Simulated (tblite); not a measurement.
# C4H13BO2Si2: the cost of one run

The runs use tblite 0.8.0 and PySCF 2.14.0, with density-fitted response routines of our own; the level of theory stands in each step. All values are computed, except where a source is named. Atoms are numbered from 0 throughout.

**1. The molecule as given**

22 atoms, charge 0, multiplicity 1; geometry from: force field or distance geometry start.

Bonds of the start (Å): C0–C1 1.33, C1–O2 1.38, O2–Si3 1.74, Si3–O4 1.73, Si3–Si5 2.22, Si3–B6 1.94, B6–C7 1.59, B6–C8 1.57, C0–H9 1.09, C0–H10 1.08, C1–H11 1.07, O4–H12 0.98, Si5–H13 1.46, Si5–H14 1.48, Si5–H15 1.46, C7–H16 1.11, C7–H17 1.12, C7–H18 1.12, C8–H19 1.11, C8–H20 1.12, C8–H21 1.10.

**2. Optimising the geometry with GFN2-xTB**

Job settings and geometry (Å):

```
{"job": {"kind": "relax", "xc": "GFN2-xTB", "basis": "xTB"}, "charge": 0, "multiplicity": 1}
C      3.653500     0.653000     1.215000
C      2.537300     0.703800     0.489200
O      1.428000     0.054200     0.995900
Si     0.269400    -0.484700    -0.182900
O      0.707700    -2.077500    -0.684900
Si     0.223400     0.903200    -1.914000
B     -1.546500    -0.577000     0.502100
C     -2.641300    -0.851200    -0.617700
C     -1.965100    -0.082200     1.927900
H      3.636900     0.121900     2.169100
H      4.544300     1.147100     0.857400
H      2.489800     1.211700    -0.447900
H      1.041400    -2.020200    -1.608400
H      1.546000     1.001100    -2.528100
H     -0.196000     2.243700    -1.453900
H     -0.744700     0.458800    -2.908900
H     -2.587400    -0.073500    -1.408200
H     -2.456400    -1.836800    -1.111600
H     -3.649500    -0.862100    -0.119300
H     -2.863500    -0.670800     2.226400
H     -2.270900     0.990100     1.957200
H     -1.166900    -0.334000     2.644700
```

On the command line:

```
$ OMP_NUM_THREADS=1 python probes_run.py task.json out
```

The driver reads the jobs from task.json and runs them one after another.

Q: Estimate the wall time of this first job on 1 thread of Arm Neoverse N1, shared host.

About 3.9 s.
